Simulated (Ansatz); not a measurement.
The system is Mg3Te.

```
CELL_PARAMETERS angstrom
-2.13936 2.13936 5.28249
2.13936 -2.13936 5.28249
2.13936 2.13936 -5.28249
ATOMIC_POSITIONS crystal
Te 0.00000 0.00000 0.00000
Mg 0.25000 0.75000 0.50000
Mg 0.75000 0.25000 0.50000
Mg 0.50000 0.50000 0.00000
```

The cell comes from a database or a generator and needn't be the stable form of this composition.

Base run:

| Quantity | Value |
| --- | --- |
| Program | Ansatz 0.2.0 |
| Functional | PBEsol |
| Potentials or basis | all-electron LAPW, scalar-relativistic |
| Cutoff | 160 eV |
| Density cutoff | 639 eV |
| Basis error allowed | 0.001 eV/atom |
| k mesh | 9 × 9 × 9 |
| Occupations | fermi-dirac, width 0.05 eV |
| Spin | no spin polarisation |

Its results: pressure -1.1 GPa.

Problem. After a change of settings the same cell gave: pressure -2.3 GPa. Which change was it?
A. functional from PBEsol to PBE; basis error allowed from 0.001 eV/atom to 0.002 eV/atom
B. functional from PBEsol to LDA; basis error allowed from 0.001 eV/atom to 0.002 eV/atom
C. potentials or basis from all-electron LAPW, scalar-relativistic to all-electron LAPW, inner shells corrected to Dirac's equation; basis error allowed from 0.001 eV/atom to 0.002 eV/atom
D. basis error allowed from 0.001 eV/atom to 0.002 eV/atom

Solution. B.

Not every run made on this cell is shown here.
